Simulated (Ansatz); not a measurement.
# CH6GeS: the cost of one run

All numbers are computed with Ansatz 0.2.0, driven from Python. Level of theory: Hartree-Fock/def2-SVP.

## 1. The system

Bond lengths: S1–C2 1.755 Å, C2–Ge3 1.933 Å, S1–H4 1.371 Å, C2–H5 1.100 Å, C2–H6 1.110 Å, Ge3–H7 1.609 Å, Ge3–H8 1.504 Å, Ge3–H9 1.588 Å. Angles: S1–C2–Ge3 108.0°, S1–C2–H5 110.5°, S1–C2–H6 109.9°, Ge3–C2–H5 110.2°, Ge3–C2–H6 110.6°, H5–C2–H6 107.7°, C2–S1–H4 93.3°, C2–Ge3–H7 108.4°, C2–Ge3–H8 110.6°, C2–Ge3–H9 109.7°, H7–Ge3–H8 108.1°, H7–Ge3–H9 107.2°, H8–Ge3–H9 112.7°.

No structure file is read: the coordinates are typed or built in the script.

## 2. The code

The input, ch6ges_scan.py:

```python
"""Potential curve of CH6GeS along one bond."""

import ansatz as az
import numpy as np

GEOMETRY = """
S    -1.52120    1.19150   -0.49640
C     0.19030    0.83670   -0.33950
Ge    0.36740   -0.83330    0.61670
H    -1.73860    0.14910   -1.35940
H     0.70190    1.64380    0.20610
H     0.65510    0.76280   -1.34490
H     1.93490   -1.15780    0.78420
H    -0.26200   -1.95640   -0.16020
H    -0.23950   -0.68260    2.07620
"""


def main() -> None:
    geometry = az.Crystal.molecule()
    for line in GEOMETRY.strip().splitlines():
        symbol, *xyz = line.split()
        geometry = geometry.atom(symbol, [float(v) for v in xyz])

    symbols = [site.symbol for site in geometry.cartesian_sites]
    start = np.array([site.position_ang for site in geometry.cartesian_sites])
    axis = (start[6] - start[2]) / np.linalg.norm(start[6] - start[2])
    moving = [6]
    lengths, energies = [1.416, 1.481, 1.545, 1.609, 1.674, 1.738, 1.803, 1.899], []
    for length in lengths:
        xyz = start.copy()
        xyz[moving] += (length - np.linalg.norm(start[6] - start[2])) * axis
        point = az.Crystal.molecule()
        for symbol, xyz in zip(symbols, xyz):
            point = point.atom(symbol, xyz.tolist())
        job = (
            point.calculation()
            .basis(gaussian="def2-SVP")
            .functional("hf")
        )
        data = job.run(threads=1, pin="off").report
        energies.append(data["free_energy_ev"])
        print(f"r = {length:6.3f} A  E = {energies[-1]:.5f} eV  <S^2> = {abs(data['mean_field']['state']['spin_squared']):.3f}")

    # quartic fit about the minimum
    fit = np.polynomial.Polynomial.fit(lengths, np.array(energies) - min(energies), 4).convert()
    roots = [r.real for r in fit.deriv().roots() if abs(r.imag) < 1e-9 and fit.deriv(2)(r.real) > 0]
    r_e = min(roots, key=lambda r: abs(r - lengths[int(np.argmin(energies))]))
    print(f"minimum of the fit at {r_e:.4f} A, force constant {fit.deriv(2)(r_e):.2f} eV/A^2")


if __name__ == "__main__":
    main()
```

## 3. What the engine is handed

The engine receives this input (first run):

```yaml
crystal:
  periodic: [false, false, false]
  atoms:
    - { symbol: S, position_ang: [-1.5212, 1.1915, -0.4964] }
    - { symbol: C, position_ang: [0.1903, 0.8367, -0.3395] }
    - { symbol: Ge, position_ang: [0.3674, -0.8333, 0.6167] }
    - { symbol: H, position_ang: [-1.7386, 0.1491, -1.3594] }
    - { symbol: H, position_ang: [0.7019, 1.6438, 0.2061] }
    - { symbol: H, position_ang: [0.6551, 0.7628, -1.3449] }
    - { symbol: H, position_ang: [1.7464700232757457, -1.118791689029014, 0.7640647393293062] }
    - { symbol: H, position_ang: [-0.262, -1.9564, -0.1602] }
    - { symbol: H, position_ang: [-0.2395, -0.6826, 2.0762] }
basis:
  gaussian:
    orbitals: def2-SVP
hamiltonian:
  xc: hf
```

## 4. Launch

Launch:

```
$ python ch6ges_scan.py
```

Q: Estimate wall time and peak memory on 1 thread of Arm Neoverse V2, shared host.

About 8.8 s, with a peak of 0.24 GiB.
